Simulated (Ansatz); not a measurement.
I need a single point from a YAML input of KNa3H4, space group Pm-3m. Use Ansatz 0.2.0, Python API. Level of theory: r2SCAN, PAW, cutoff 299 eV, 4×4×4 k-points, Methfessel-Paxton smearing of 0.05 eV.

`scf.yaml`
```yaml
crystal:
  lattice:
    - [5.118641, 0.0, 0.0]
    - [0.0, 5.118641, 0.0]
    - [0.0, 0.0, 5.118641]
  atoms:
    - { symbol: K, position: [0.5, 0.5, 0.5] }
    - { symbol: Na, position: [0.0, 0.0, 0.5] }
    - { symbol: Na, position: [0.0, 0.5, 0.0] }
    - { symbol: Na, position: [0.5, 0.0, 0.0] }
    - { symbol: H, position: [0.0, 0.0, 0.0] }
    - { symbol: H, position: [0.5, 0.5, 0.0] }
    - { symbol: H, position: [0.5, 0.0, 0.5] }
    - { symbol: H, position: [0.0, 0.5, 0.5] }
kpoints:
  mp_grid: { kspacing: 0.4 }
hamiltonian:
  xc: r2scan
scf:
  occupations: { method: methfessel_paxton, width: 0.05 }
  n_extra_bands: 2
basis:
  ecutwfc: "22.0 Ry"
output:
  forces: true
  stress: true
```

`kna3h4.py`
```python
import json

import ansatz as az
import numpy as np
import pandas as pd
import yaml

with open("scf.yaml") as handle:
    tree = yaml.safe_load(handle)
print("sections:", list(tree))
planned = az.Session.from_dict(tree).plan(threads=1, pin="off")
done = planned.execute()
report = done.report

print(f"free energy      {report['free_energy_ev']:.5f} eV")
print(f"per atom         {report['free_energy_ev'] / len(done.lattice.sites):.5f} eV")
print(f"SCF iterations   {report['n_iterations']}  (converged: {report['converged']})")

table = pd.DataFrame(report["forces_ev_ang"], columns=["fx", "fy", "fz"])
table.insert(0, "atom", [site["symbol"] for site in report["lattice"]["sites"]])
print(table.round(4).to_string())

stress = np.array(report["stress_gpa"])
print(f"pressure {np.trace(stress) / 3:.3f} GPa")
print("stress tensor, GPa, positive in compression")
print(np.round(stress, 3) + 0.0)

keep = ["free_energy_ev", "energy_sigma0_ev", "fermi_energy_ev", "n_iterations", "converged", "magnetization_mub", "n_kpoints"]
with open("kna3h4.json", "w") as handle:
    json.dump({key: report[key] for key in keep}, handle, indent=1)

terms = report["components"]
print({name: round(terms[name], 3) for name in ("e_kinetic", "e_hartree", "e_xc", "e_local", "e_nonlocal")})
```

```console
$ python kna3h4.py
sections: ['crystal', 'kpoints', 'hamiltonian', 'scf', 'basis', 'output']
DeckWarning: basis.ecutwfc = 299.325248705868 eV is below the records' recommended 500 eV, and the density's cutoff is lower with it unless basis.ecutrho_ratio is high enough to keep the records' density cutoff: compare with a run at a higher cutoff
free energy      -6073.72749 eV
per atom         -759.21594 eV
SCF iterations   6  (converged: True)
  atom   fx   fy   fz
0    K  0.0  0.0 -0.0
1   Na  0.0  0.0 -0.0
2   Na  0.0 -0.0  0.0
3   Na -0.0 -0.0  0.0
4    H -0.0 -0.0  0.0
5    H -0.0 -0.0 -0.0
6    H  0.0 -0.0 -0.0
7    H  0.0  0.0  0.0
pressure -0.457 GPa
stress tensor, GPa, positive in compression
[[-0.457  0.     0.   ]
 [ 0.    -0.457  0.   ]
 [ 0.     0.    -0.457]]
{'e_kinetic': 672.175, 'e_hartree': 1683.97, 'e_xc': -280.774, 'e_local': -4693.554, 'e_nonlocal': 363.699}
```
(Warnings from the package without file and line, repeats left out.)

`kna3h4.json`, as written:
```json
{
 "free_energy_ev": -6073.727488035119,
 "energy_sigma0_ev": -6073.727488035119,
 "fermi_energy_ev": 2.485390618863415,
 "n_iterations": 6,
 "converged": true,
 "magnetization_mub": 0.0,
 "n_kpoints": 10
}
```

Notes:
- The settings weren't tested for convergence.
- The cutoff lies under the one recommended for these potentials.
- Under the recommended cutoff a pressure can be off by several GPa, even in sign.
- The energy terms are those on the plane-wave grid, with the one-centre PAW part apart; the terms shown are only some of the summands, so they needn't add up to F.
- The structure comes from a database of computed cells and needn't be a stable or known phase.
- The whole script took 3 s on 1 thread of Arm Neoverse V2, with other jobs on the host, peak memory 0.51 GiB.

(Lines on the test bed's own set-up are left out of the output.)
